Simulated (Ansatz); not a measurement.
# Cu+ with Cl−: interaction against distance, part 2 of 3

Ansatz 0.2.0, Gaussian basis. The steps go on from the part before.

### Step 7. B moved by +0.10 Å, CCSD(T)/def2-TZVPPD

ab/in.yaml reads:

```yaml
crystal:
  periodic: [false, false, false]
  atoms:
    - {symbol: Cu, position_ang: [-0.000000, -0.000000, -1.037984]}
    - {symbol: Cl, position_ang: [0.000000, 0.000000, 1.141783]}
basis:
  gaussian: {orbitals: "def2-TZVPPD.json"}
correlation: {method: ccsd_t, frozen_orbitals: {Cl: 5, Cu: 9}}
```

a/in.yaml reads:

```yaml
crystal:
  periodic: [false, false, false]
  atoms:
    - {symbol: Cu, position_ang: [-0.000000, -0.000000, -1.037984]}
basis:
  gaussian:
    orbitals: "def2-TZVPPD.json"
    ghost_atoms:
      - {symbol: Cl, position_ang: [0.000000, 0.000000, 1.141783]}
total_charge: 1
correlation: {method: ccsd_t, frozen_orbitals: {Cl: 5, Cu: 9}}
```

b/in.yaml reads:

```yaml
crystal:
  periodic: [false, false, false]
  atoms:
    - {symbol: Cl, position_ang: [0.000000, 0.000000, 1.141783]}
basis:
  gaussian:
    orbitals: "def2-TZVPPD.json"
    ghost_atoms:
      - {symbol: Cu, position_ang: [-0.000000, -0.000000, -1.037984]}
total_charge: -1
correlation: {method: ccsd_t}
```

Each run has its own folder and the same command.

Launch:

```sh
$ ansatz run in.yaml --threads 2 --pin off --events-out ev --progress --plain --max-ram 5222MiB
```

ab printed, shortened:

```text
Functional definition: HF
  name "HF"
  cite "Fock, Z. Phys. 61, 126 (1930) doi:10.1007/BF01340294"
  parent pbe
[...]
763 factors; integrals over basis functions are off by at most 1.3e-3 eV
[...]
mean field -57103.01819359 eV, -2098.4972127984 hartree, gradient 3.0e-6 eV, S^2 0.000000; 1 other end points of the search recorded, 0 dependent functions left out
14 core orbitals not correlated: weight in the atoms' cores, before any rotation towards them, 1.000 or more for the frozen orbitals, at most 0.000 for the correlated occupied ones
reference -57103.01819359 eV, -2098.4972127984 hartree; 9, 9 occupied and 95, 95 virtual orbitals, 763 factors
second order -18.61733555 eV of doubles, -0.00000000 eV of singles
cycle   1  -16.41050925 eV  change     2.2e0 eV  update   1.6e-1
[...]
cycle  15  -17.28730460 eV  change    2.8e-7 eV  update   3.4e-6
perturbative correction -0.72011135 eV, -0.0264636040 hartree
Total energy: -57121.02560954 eV, -2099.1589731287 hartree
```

a printed, shortened:

```text
[... 4 set-up lines as earlier in the session ...]
[...]
764 factors; integrals over basis functions are off by at most 1.2e-3 eV
[...]
mean field -44590.94005781 eV, -1638.6868222997 hartree, gradient 1.0e-6 eV, S^2 0.000000; 0 other end points of the search recorded, 0 dependent functions left out
9 core orbitals not correlated: weight in the atoms' cores, before any rotation towards them, 1.000 or more for the frozen orbitals, at most 0.000 for the correlated occupied ones
reference -44590.94005781 eV, -1638.6868222997 hartree; 5, 5 occupied and 104, 104 virtual orbitals, 764 factors
second order -12.25214252 eV of doubles, -0.00000000 eV of singles
cycle   1  -10.16169245 eV  change     2.1e0 eV  update   1.1e-1
[...]
cycle  11  -10.69244466 eV  change   -6.9e-6 eV  update   4.0e-6
perturbative correction -0.35623553 eV, -0.0130914143 hartree
Total energy: -44601.98873800 eV, -1639.0928538077 hartree
```

b printed, shortened:

```text
[... 4 set-up lines as earlier in the session ...]
[...]
741 factors; integrals over basis functions are off by at most 1.3e-3 eV
[...]
mean field -12505.39472270 eV, -459.5647795982 hartree, gradient 4.9e-6 eV, S^2 0.000000; 0 other end points of the search recorded, 0 dependent functions left out
5 core orbitals not correlated: weight in the atoms' cores, before any rotation towards them, 1.000 or more for the frozen orbitals, at most 0.000 for the correlated occupied ones
reference -12505.39472270 eV, -459.5647795982 hartree; 4, 4 occupied and 109, 109 virtual orbitals, 741 factors
second order -5.58420017 eV of doubles, -0.00000000 eV of singles
cycle   1  -5.89066781 eV  change   -3.1e-1 eV  update   4.0e-2
[...]
cycle   9  -6.00824261 eV  change   -2.5e-6 eV  update   6.1e-6
perturbative correction -0.25069119 eV, -0.0092127314 hartree
Total energy: -12511.65365650 eV, -459.7947911728 hartree
```

They took 2.3 s (ab), 2.1 s (a), 1.1 s (b) on 2 threads of AMD EPYC 9R45, shared host; peak memory 0.4 GiB.

Interaction: -712.37 kJ/mol.

### Step 8. B moved by +0.25 Å, wB97M-V/def2-TZVPPD

ab/in.yaml reads:

```yaml
crystal:
  periodic: [false, false, false]
  atoms:
    - {symbol: Cu, position_ang: [-0.000000, -0.000000, -1.037984]}
    - {symbol: Cl, position_ang: [0.000000, 0.000000, 1.287101]}
basis:
  gaussian: {orbitals: "def2-TZVPPD.json"}
hamiltonian: {xc: {name: wB97M-V}}
```

a/in.yaml reads:

```yaml
crystal:
  periodic: [false, false, false]
  atoms:
    - {symbol: Cu, position_ang: [-0.000000, -0.000000, -1.037984]}
basis:
  gaussian:
    orbitals: "def2-TZVPPD.json"
    ghost_atoms:
      - {symbol: Cl, position_ang: [0.000000, 0.000000, 1.287101]}
total_charge: 1
hamiltonian: {xc: {name: wB97M-V}}
```

b/in.yaml reads:

```yaml
crystal:
  periodic: [false, false, false]
  atoms:
    - {symbol: Cl, position_ang: [0.000000, 0.000000, 1.287101]}
basis:
  gaussian:
    orbitals: "def2-TZVPPD.json"
    ghost_atoms:
      - {symbol: Cu, position_ang: [-0.000000, -0.000000, -1.037984]}
total_charge: -1
hamiltonian: {xc: {name: wB97M-V}}
```

The same command starts each run, in its folder.

Launch:

```sh
$ ansatz run in.yaml --threads 2 --pin off --events-out ev --progress --plain --max-ram 5222MiB
```

Output in ab, shortened:

```text
[... 5 set-up lines as earlier in the session ...]
  # Of w^i u^j: cxij and so on, Table III.
[...]
  gx(w, u) = 1 - cx + cx01*u + cx10*w
[...]
      + integral(e_c_pw_mod_opposite_spin*gos(b97_w_opposite, b97_u_opposite)) + vv10(b, c)
880 factors; their error is unknown
131 factors; integrals over basis functions are off by at most 9.3e-5 eV
[...]
mean field -57161.67978062 eV, -2100.6529863597 hartree, gradient 4.0e-5 eV, S^2 0.000000; 0 other end points of the search recorded, 0 dependent functions left out
reference -57161.67983465 eV, -2100.6529883452 hartree; 23, 23 occupied and 95, 95 virtual orbitals, 880 factors
Total energy: -57161.67983465 eV, -2100.6529883452 hartree
```

a printed, shortened:

```text
[... 5 set-up lines as earlier in the session ...]
  # Of w^i u^j: cxij and so on, Table III.
[...]
  gx(w, u) = 1 - cx + cx01*u + cx10*w
[...]
      + integral(e_c_pw_mod_opposite_spin*gos(b97_w_opposite, b97_u_opposite)) + vv10(b, c)
876 factors; their error is unknown
127 factors; integrals over basis functions are off by at most 8.6e-5 eV
[...]
mean field -44629.93239961 eV, -1640.1197644308 hartree, gradient 2.9e-5 eV, S^2 0.000000; 0 other end points of the search recorded, 0 dependent functions left out
reference -44629.93243888 eV, -1640.1197658741 hartree; 14, 14 occupied and 104, 104 virtual orbitals, 876 factors
Total energy: -44629.93243888 eV, -1640.1197658741 hartree
```

Output in b, shortened:

```text
[... 5 set-up lines as earlier in the session ...]
  # Of w^i u^j: cxij and so on, Table III.
[...]
  gx(w, u) = 1 - cx + cx01*u + cx10*w
[...]
      + integral(e_c_pw_mod_opposite_spin*gos(b97_w_opposite, b97_u_opposite)) + vv10(b, c)
759 factors; their error is unknown
109 factors; integrals over basis functions are off by at most 1.1e-4 eV
[...]
mean field -12524.30925623 eV, -460.2598758849 hartree, gradient 5.8e-5 eV, S^2 0.000000; 0 other end points of the search recorded, 0 dependent functions left out
reference -12524.30930303 eV, -460.2598776048 hartree; 9, 9 occupied and 109, 109 virtual orbitals, 759 factors
Total energy: -12524.30930303 eV, -460.2598776048 hartree
```

Times: 2 s (ab), 1.8 s (a), 1.3 s (b) on 2 threads of AMD EPYC 9R45, shared host.

Interaction: -717.67 kJ/mol.

### Step 9. B moved by +0.25 Å, CCSD(T)/def2-TZVPPD

ab/in.yaml: that of step 8 with these lines changed.

```diff
@@ -7,2 +7,2 @@
   gaussian: {orbitals: "def2-TZVPPD.json"}
-hamiltonian: {xc: {name: wB97M-V}}
+correlation: {method: ccsd_t, frozen_orbitals: {Cl: 5, Cu: 9}}
```

a/in.yaml: that of step 8 with these lines changed.

```diff
@@ -10,2 +10,2 @@
 total_charge: 1
-hamiltonian: {xc: {name: wB97M-V}}
+correlation: {method: ccsd_t, frozen_orbitals: {Cl: 5, Cu: 9}}
```

b/in.yaml: that of step 8 with these lines changed.

```diff
@@ -10,2 +10,2 @@
 total_charge: -1
-hamiltonian: {xc: {name: wB97M-V}}
+correlation: {method: ccsd_t}
```

One command serves all of them, each in its own folder.

Launch:

```sh
$ ansatz run in.yaml --threads 2 --pin off --events-out ev --progress --plain --max-ram 5222MiB
```

Output in ab, shortened:

```text
[... 4 set-up lines as earlier in the session ...]
[...]
763 factors; integrals over basis functions are off by at most 1.3e-3 eV
[...]
mean field -57102.92720523 eV, -2098.4938690378 hartree, gradient 2.4e-6 eV, S^2 0.000000; 0 other end points of the search recorded, 0 dependent functions left out
14 core orbitals not correlated: weight in the atoms' cores, before any rotation towards them, 1.000 or more for the frozen orbitals, at most 0.000 for the correlated occupied ones
reference -57102.92720523 eV, -2098.4938690378 hartree; 9, 9 occupied and 95, 95 virtual orbitals, 763 factors
second order -18.46001619 eV of doubles, -0.00000000 eV of singles
cycle   1  -16.34945585 eV  change     2.1e0 eV  update   1.5e-1
[...]
cycle  15  -17.18837398 eV  change   -5.0e-6 eV  update   4.6e-6
perturbative correction -0.70604596 eV, -0.0259467106 hartree
Total energy: -57120.82162517 eV, -2099.1514768416 hartree
```

a printed, shortened:

```text
[... 4 set-up lines as earlier in the session ...]
[...]
764 factors; integrals over basis functions are off by at most 1.3e-3 eV
[...]
mean field -44590.93929953 eV, -1638.6867944335 hartree, gradient 1.0e-6 eV, S^2 0.000000; 0 other end points of the search recorded, 0 dependent functions left out
9 core orbitals not correlated: weight in the atoms' cores, before any rotation towards them, 1.000 or more for the frozen orbitals, at most 0.000 for the correlated occupied ones
reference -44590.93929953 eV, -1638.6867944335 hartree; 5, 5 occupied and 104, 104 virtual orbitals, 764 factors
second order -12.24692090 eV of doubles, -0.00000000 eV of singles
cycle   1  -10.15865373 eV  change     2.1e0 eV  update   1.1e-1
[...]
cycle  11  -10.68825052 eV  change   -6.5e-6 eV  update   4.0e-6
perturbative correction -0.35462913 eV, -0.0130323801 hartree
Total energy: -44601.98217918 eV, -1639.0926127754 hartree
```

Output in b, shortened:

```text
[... 4 set-up lines as earlier in the session ...]
[...]
741 factors; integrals over basis functions are off by at most 1.3e-3 eV
[...]
mean field -12505.39456585 eV, -459.5647738339 hartree, gradient 5.8e-6 eV, S^2 0.000000; 0 other end points of the search recorded, 0 dependent functions left out
5 core orbitals not correlated: weight in the atoms' cores, before any rotation towards them, 1.000 or more for the frozen orbitals, at most 0.000 for the correlated occupied ones
reference -12505.39456585 eV, -459.5647738339 hartree; 4, 4 occupied and 109, 109 virtual orbitals, 741 factors
second order -5.57758549 eV of doubles, -0.00000000 eV of singles
cycle   1  -5.88477866 eV  change   -3.1e-1 eV  update   4.0e-2
[...]
cycle   9  -6.00226429 eV  change   -2.3e-6 eV  update   6.3e-6
perturbative correction -0.24973118 eV, -0.0091774515 hartree
Total energy: -12511.64656131 eV, -459.7945304297 hartree
```

They took 2.1 s (ab), 2.1 s (a), 1.2 s (b) on 2 threads of AMD EPYC 9R45, shared host; peak memory 0.4 GiB.

ab − a − b = -694.01 kJ/mol.

### Step 10. B moved by +0.52 Å, wB97M-V/def2-TZVPPD

ab/in.yaml reads:

```yaml
crystal:
  periodic: [false, false, false]
  atoms:
    - {symbol: Cu, position_ang: [-0.000000, -0.000000, -1.037984]}
    - {symbol: Cl, position_ang: [0.000000, 0.000000, 1.556976]}
basis:
  gaussian: {orbitals: "def2-TZVPPD.json"}
hamiltonian: {xc: {name: wB97M-V}}
```

a/in.yaml reads:

```yaml
crystal:
  periodic: [false, false, false]
  atoms:
    - {symbol: Cu, position_ang: [-0.000000, -0.000000, -1.037984]}
basis:
  gaussian:
    orbitals: "def2-TZVPPD.json"
    ghost_atoms:
      - {symbol: Cl, position_ang: [0.000000, 0.000000, 1.556976]}
total_charge: 1
hamiltonian: {xc: {name: wB97M-V}}
```

b/in.yaml reads:

```yaml
crystal:
  periodic: [false, false, false]
  atoms:
    - {symbol: Cl, position_ang: [0.000000, 0.000000, 1.556976]}
basis:
  gaussian:
    orbitals: "def2-TZVPPD.json"
    ghost_atoms:
      - {symbol: Cu, position_ang: [-0.000000, -0.000000, -1.037984]}
total_charge: -1
hamiltonian: {xc: {name: wB97M-V}}
```

The same command starts each run, in its folder.

Launch:

```sh
$ ansatz run in.yaml --threads 2 --pin off --events-out ev --progress --plain --max-ram 5222MiB
```

Output in ab, shortened:

```text
[... 5 set-up lines as earlier in the session ...]
  # Of w^i u^j: cxij and so on, Table III.
[...]
  gx(w, u) = 1 - cx + cx01*u + cx10*w
[...]
      + integral(e_c_pw_mod_opposite_spin*gos(b97_w_opposite, b97_u_opposite)) + vv10(b, c)
880 factors; their error is unknown
132 factors; integrals over basis functions are off by at most 1.1e-4 eV
[...]
mean field -57161.07765520 eV, -2100.6308586586 hartree, gradient 4.8e-5 eV, S^2 0.000000; 0 other end points of the search recorded, 0 dependent functions left out
reference -57161.07770973 eV, -2100.6308606623 hartree; 23, 23 occupied and 95, 95 virtual orbitals, 880 factors
Total energy: -57161.07770973 eV, -2100.6308606623 hartree
```

a printed, shortened:

```text
[... 5 set-up lines as earlier in the session ...]
  # Of w^i u^j: cxij and so on, Table III.
[...]
  gx(w, u) = 1 - cx + cx01*u + cx10*w
[...]
      + integral(e_c_pw_mod_opposite_spin*gos(b97_w_opposite, b97_u_opposite)) + vv10(b, c)
876 factors; their error is unknown
127 factors; integrals over basis functions are off by at most 9.3e-5 eV
[...]
mean field -44629.93033419 eV, -1640.1196885281 hartree, gradient 2.4e-5 eV, S^2 0.000000; 0 other end points of the search recorded, 0 dependent functions left out
reference -44629.93037324 eV, -1640.1196899632 hartree; 14, 14 occupied and 104, 104 virtual orbitals, 876 factors
Total energy: -44629.93037324 eV, -1640.1196899632 hartree
```

Log of b, shortened:

```text
[... 5 set-up lines as earlier in the session ...]
  # Of w^i u^j: cxij and so on, Table III.
[...]
  gx(w, u) = 1 - cx + cx01*u + cx10*w
[...]
      + integral(e_c_pw_mod_opposite_spin*gos(b97_w_opposite, b97_u_opposite)) + vv10(b, c)
759 factors; their error is unknown
109 factors; integrals over basis functions are off by at most 1.1e-4 eV
[...]
mean field -12524.30874927 eV, -460.2598572543 hartree, gradient 5.5e-5 eV, S^2 0.000000; 0 other end points of the search recorded, 0 dependent functions left out
reference -12524.30879685 eV, -460.2598590029 hartree; 9, 9 occupied and 109, 109 virtual orbitals, 759 factors
Total energy: -12524.30879685 eV, -460.2598590029 hartree
```

They took 2.1 s (ab), 3.6 s (a), 1.2 s (b) on 2 threads of AMD EPYC 9R45, shared host.

Interaction: -659.82 kJ/mol.

### Step 11. B moved by +0.52 Å, CCSD(T)/def2-TZVPPD

ab/in.yaml: that of step 10 with these lines changed.

```diff
@@ -7,2 +7,2 @@
   gaussian: {orbitals: "def2-TZVPPD.json"}
-hamiltonian: {xc: {name: wB97M-V}}
+correlation: {method: ccsd_t, frozen_orbitals: {Cl: 5, Cu: 9}}
```

a/in.yaml: that of step 10 with these lines changed.

```diff
@@ -10,2 +10,2 @@
 total_charge: 1
-hamiltonian: {xc: {name: wB97M-V}}
+correlation: {method: ccsd_t, frozen_orbitals: {Cl: 5, Cu: 9}}
```

b/in.yaml: that of step 10 with these lines changed.

```diff
@@ -10,2 +10,2 @@
 total_charge: -1
-hamiltonian: {xc: {name: wB97M-V}}
+correlation: {method: ccsd_t}
```

One command serves all of them, each in its own folder.

Launch:

```sh
$ ansatz run in.yaml --threads 2 --pin off --events-out ev --progress --plain --max-ram 5222MiB
```

Log of ab, shortened:

```text
[... 4 set-up lines as earlier in the session ...]
[...]
763 factors; integrals over basis functions are off by at most 1.2e-3 eV
[...]
mean field -57102.48867468 eV, -2098.4777533376 hartree, gradient 3.0e-6 eV, S^2 0.000000; 0 other end points of the search recorded, 0 dependent functions left out
14 core orbitals not correlated: weight in the atoms' cores, before any rotation towards them, 1.000 or more for the frozen orbitals, at most 0.000 for the correlated occupied ones
reference -57102.48867468 eV, -2098.4777533376 hartree; 9, 9 occupied and 95, 95 virtual orbitals, 763 factors
second order -18.26632733 eV of doubles, -0.00000000 eV of singles
cycle   1  -16.26970096 eV  change     2.0e0 eV  update   1.4e-1
[...]
cycle  16  -17.06551122 eV  change   -1.6e-5 eV  update   2.5e-6
perturbative correction -0.69209065 eV, -0.0254338622 hartree
Total energy: -57120.24627654 eV, -2099.1303331695 hartree
```

a printed, shortened:

```text
[... 4 set-up lines as earlier in the session ...]
[...]
764 factors; integrals over basis functions are off by at most 1.2e-3 eV
[...]
mean field -44590.93753221 eV, -1638.6867294856 hartree, gradient 1.2e-6 eV, S^2 0.000000; 0 other end points of the search recorded, 0 dependent functions left out
9 core orbitals not correlated: weight in the atoms' cores, before any rotation towards them, 1.000 or more for the frozen orbitals, at most 0.000 for the correlated occupied ones
reference -44590.93753221 eV, -1638.6867294856 hartree; 5, 5 occupied and 104, 104 virtual orbitals, 764 factors
second order -12.24051177 eV of doubles, -0.00000000 eV of singles
cycle   1  -10.15456022 eV  change     2.1e0 eV  update   1.1e-1
[...]
cycle  10  -10.68284244 eV  change   -8.7e-6 eV  update   6.6e-6
perturbative correction -0.35281511 eV, -0.0129657163 hartree
Total energy: -44601.97318976 eV, -1639.0922824205 hartree
```

Log of b, shortened:

```text
[... 4 set-up lines as earlier in the session ...]
[...]
741 factors; integrals over basis functions are off by at most 1.2e-3 eV
[...]
mean field -12505.39432240 eV, -459.5647648874 hartree, gradient 6.5e-6 eV, S^2 0.000000; 0 other end points of the search recorded, 0 dependent functions left out
5 core orbitals not correlated: weight in the atoms' cores, before any rotation towards them, 1.000 or more for the frozen orbitals, at most 0.000 for the correlated occupied ones
reference -12505.39432240 eV, -459.5647648874 hartree; 4, 4 occupied and 109, 109 virtual orbitals, 741 factors
second order -5.56739618 eV of doubles, -0.00000000 eV of singles
cycle   1  -5.87553310 eV  change   -3.1e-1 eV  update   4.0e-2
[...]
cycle   9  -5.99284879 eV  change   -2.4e-6 eV  update   6.8e-6
perturbative correction -0.24812931 eV, -0.0091185838 hartree
Total energy: -12511.63530049 eV, -459.7941166020 hartree
```

Wall times: 2.2 s (ab), 2 s (a), 1.1 s (b) on 2 threads of AMD EPYC 9R45, shared host; peak memory 0.4 GiB.

This point gives -640.45 kJ/mol.

### Step 12. B moved by +1.04 Å, wB97M-V/def2-TZVPPD

ab/in.yaml reads:

```yaml
crystal:
  periodic: [false, false, false]
  atoms:
    - {symbol: Cu, position_ang: [-0.000000, -0.000000, -1.037984]}
    - {symbol: Cl, position_ang: [0.000000, 0.000000, 2.075969]}
basis:
  gaussian: {orbitals: "def2-TZVPPD.json"}
hamiltonian: {xc: {name: wB97M-V}}
```

a/in.yaml reads:

```yaml
crystal:
  periodic: [false, false, false]
  atoms:
    - {symbol: Cu, position_ang: [-0.000000, -0.000000, -1.037984]}
basis:
  gaussian:
    orbitals: "def2-TZVPPD.json"
    ghost_atoms:
      - {symbol: Cl, position_ang: [0.000000, 0.000000, 2.075969]}
total_charge: 1
hamiltonian: {xc: {name: wB97M-V}}
```

b/in.yaml reads:

```yaml
crystal:
  periodic: [false, false, false]
  atoms:
    - {symbol: Cl, position_ang: [0.000000, 0.000000, 2.075969]}
basis:
  gaussian:
    orbitals: "def2-TZVPPD.json"
    ghost_atoms:
      - {symbol: Cu, position_ang: [-0.000000, -0.000000, -1.037984]}
total_charge: -1
hamiltonian: {xc: {name: wB97M-V}}
```

The same command starts each run, in its folder.

Launch:

```sh
$ ansatz run in.yaml --threads 2 --pin off --events-out ev --progress --plain --max-ram 5222MiB
```

ab printed, shortened:

```text
[... 5 set-up lines as earlier in the session ...]
  # Of w^i u^j: cxij and so on, Table III.
[...]
  gx(w, u) = 1 - cx + cx01*u + cx10*w
[...]
      + integral(e_c_pw_mod_opposite_spin*gos(b97_w_opposite, b97_u_opposite)) + vv10(b, c)
880 factors; their error is unknown
132 factors; integrals over basis functions are off by at most 1.7e-4 eV
[...]
mean field -57159.89407840 eV, -2100.5873630136 hartree, gradient 6.8e-5 eV, S^2 0.000000; 0 other end points of the search recorded, 0 dependent functions left out
reference -57159.89413364 eV, -2100.5873650436 hartree; 23, 23 occupied and 95, 95 virtual orbitals, 880 factors
Total energy: -57159.89413364 eV, -2100.5873650436 hartree
```

a printed, shortened:

```text
[... 5 set-up lines as earlier in the session ...]
  # Of w^i u^j: cxij and so on, Table III.
[...]
  gx(w, u) = 1 - cx + cx01*u + cx10*w
[...]
      + integral(e_c_pw_mod_opposite_spin*gos(b97_w_opposite, b97_u_opposite)) + vv10(b, c)
876 factors; their error is unknown
127 factors; integrals over basis functions are off by at most 1.2e-4 eV
[...]
mean field -44629.92699831 eV, -1640.1195659370 hartree, gradient 3.3e-6 eV, S^2 0.000000; 0 other end points of the search recorded, 0 dependent functions left out
reference -44629.92703792 eV, -1640.1195673924 hartree; 14, 14 occupied and 104, 104 virtual orbitals, 876 factors
Total energy: -44629.92703792 eV, -1640.1195673924 hartree
```

Output in b, shortened:

```text
[... 5 set-up lines as earlier in the session ...]
  # Of w^i u^j: cxij and so on, Table III.
[...]
  gx(w, u) = 1 - cx + cx01*u + cx10*w
[...]
      + integral(e_c_pw_mod_opposite_spin*gos(b97_w_opposite, b97_u_opposite)) + vv10(b, c)
759 factors; their error is unknown
110 factors; integrals over basis functions are off by at most 1.2e-4 eV
[...]
mean field -12524.30827960 eV, -460.2598399944 hartree, gradient 2.4e-5 eV, S^2 0.000000; 0 other end points of the search recorded, 0 dependent functions left out
reference -12524.30832910 eV, -460.2598418132 hartree; 9, 9 occupied and 109, 109 virtual orbitals, 759 factors
Total energy: -12524.30832910 eV, -460.2598418132 hartree
```

Wall times: 1.9 s (ab), 1.9 s (a), 1.3 s (b) on 2 threads of AMD EPYC 9R45, shared host.

Interaction: -545.99 kJ/mol.

[end of part 2 of 3]
